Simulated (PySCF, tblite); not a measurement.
# Al₃ClH₁₁N₃, a small molecule taken as a stand-in for a surface group (AlN 3-ring): NMR shifts, core binding energies and electronic excitations

Aim: the NMR shifts, core binding energies and electronic excitations of `[Cl][AlH-]1[NH2+][AlH2-][NH2+][AlH2-][NH2+]1`.

Programs: tblite 0.8.0 and PySCF 2.14.0. All values are calculated, for the isolated system unless a continuum is named. Atoms count from 0, parts from 1.

## (1) Starting point

18 atoms, charge 0, multiplicity 1; geometry: distance geometry start.

## (2) Relaxing the cluster with GFN2-xTB

What the job is given:

```
{"job": {"kind": "relax", "xc": "GFN2-xTB", "basis": "xTB"}, "charge": 0, "multiplicity": 1}
N      0.618223     0.930991    -0.531816
Al     1.444671     0.517254     1.159204
N      0.649164     1.603057     2.522016
Al    -1.231151     1.814600     2.194462
N     -1.871889     0.276981     1.246604
Al    -1.201629     0.263131    -0.530326
Cl    -2.478013     1.568783    -1.823639
H      1.143400     0.504704    -1.300272
H      0.597200     1.952548    -0.664934
H      2.925863     0.807104     1.070693
H      1.233848    -0.940903     1.473459
H      0.777142     1.156039     3.441130
H      1.084076     2.513558     2.553542
H     -1.441082     3.058797     1.337251
H     -1.970525     1.960728     3.505312
H     -2.891762     0.284323     1.220763
H     -1.572333    -0.571699     1.735830
H     -1.208794    -1.152577    -1.102864
```

Level: GFN2-xTB geometry optimisation, gas phase.

Launch:

```sh
OMP_NUM_THREADS=1 python cluster_run.py task.json out
```

The driver reads the jobs from task.json and runs them one after another.

**Question.** The jobs that follow are: PBE0-D3(BJ)/def2-SVP geometry optimisation, gas phase; GIAO PBE0/pcSseg-1 NMR shielding, non-relativistic, gas phase; delta-SCF UKS SCAN, pcX-2 on the ionised atom, pcseg-1 elsewhere, spin-free X2C; TDDFT CAM-B3LYP/def2-SVPD, vertical, gas phase, core orbitals frozen in the response. Predict: point group; rotational constants (main isotopes); ¹H shifts against TMS (PBE0/pcSseg-1); ¹⁵N shifts against NH3 (PBE0/pcSseg-1); ²⁷Al shifts against AlH4- (PBE0/pcSseg-1); ³⁵Cl shifts against HCl (PBE0/pcSseg-1); N1s binding energies, SCAN/pcX-2 (standing for 2 of 3 atoms); Al2p binding energies, SCAN/pcX-2 (standing for 2 of 3 atoms); Cl2p binding energies, SCAN/pcX-2; lowest singlet (CAM-B3LYP/def2-SVPD); brightest single state of those computed; lowest triplet; vertical ionisation energy (ΔSCF).

**Answer**, as computed:

```
                                                     quantity                                                                 value
                                                  point group                                                                    C1
                         rotational constants (main isotopes)                                                  1.72, 0.80, 0.64 GHz
                        ¹H shifts against TMS (PBE0/pcSseg-1)  4.22, 4.22, 4.20, 4.20, 4.10, 1.18, 0.95, 0.56, 0.55, 0.27, 0.22 ppm
                       ¹⁵N shifts against NH3 (PBE0/pcSseg-1)                                                  32.9, 32.2, 25.8 ppm
                    ²⁷Al shifts against AlH4- (PBE0/pcSseg-1)                                                  59.1, 57.2, 49.7 ppm
                      ³⁵Cl shifts against HCl (PBE0/pcSseg-1)                                                               -21 ppm
 N1s binding energies, SCAN/pcX-2 (standing for 2 of 3 atoms)                                               N4 405.89, N0 405.86 eV
Al2p binding energies, SCAN/pcX-2 (standing for 2 of 3 atoms)                                               Al5 80.63, Al1 80.21 eV
                            Cl2p binding energies, SCAN/pcX-2                                                         Cl6 205.52 eV
                         lowest singlet (CAM-B3LYP/def2-SVPD)                                           6.85 eV (181 nm), f = 0.016
                     brightest single state of those computed                                           state 6, 7.52 eV, f = 0.056
                                               lowest triplet                                                               6.50 eV
                            vertical ionisation energy (ΔSCF)                                                              10.26 eV
```

The start of the PBE0/def2-SVP relaxation was shaken at random by about 0.01 Å, so part of the energy gained, and of the first lengths quoted, undoes that. The optimisation took 12 steps and gained 0.486 eV; among the close pairs (by a distance rule), Al5–Cl6 changed most, from 2.019 to 2.138 Å (PBE0/def2-SVP). At PBE0/pcSseg-1: The largest span, 145 ppm, is at Cl6, where the paramagnetic term is -185 ppm. At SCAN/pcX-2: the N1s levels computed lie within 0.03 eV of one another, too close to rank. Only 2 of the 3 N atoms are covered by sound results. At SCAN/pcX-2: The Al2p levels kept as sound span 0.42 eV, from Al1 (aluminium bonded to 2 N, 2 H) up to Al5 (aluminium bonded to Cl, 2 N, H). Only 2 of the 3 Al atoms are covered by sound results. The first singlet state (HOMO→LUMO 0.55, HOMO→LUMO+1 0.18) lies at 6.85 eV and is weak; of the 6 states computed, the strongest absorption comes from state 6 at 7.52 eV (the last computed, so partners may be missing). The lowest triplet lies 0.35 eV below the lowest singlet (triplets in Tamm-Dancoff, singlets in full TDDFT). The orbital energy would give 9.48 eV for ionisation, ΔSCF gives 10.26 eV. A capped cluster stands for the solid here, so long-range fields and strain are missing, and bands or shifts of the capping hydrogens have no counterpart in it.
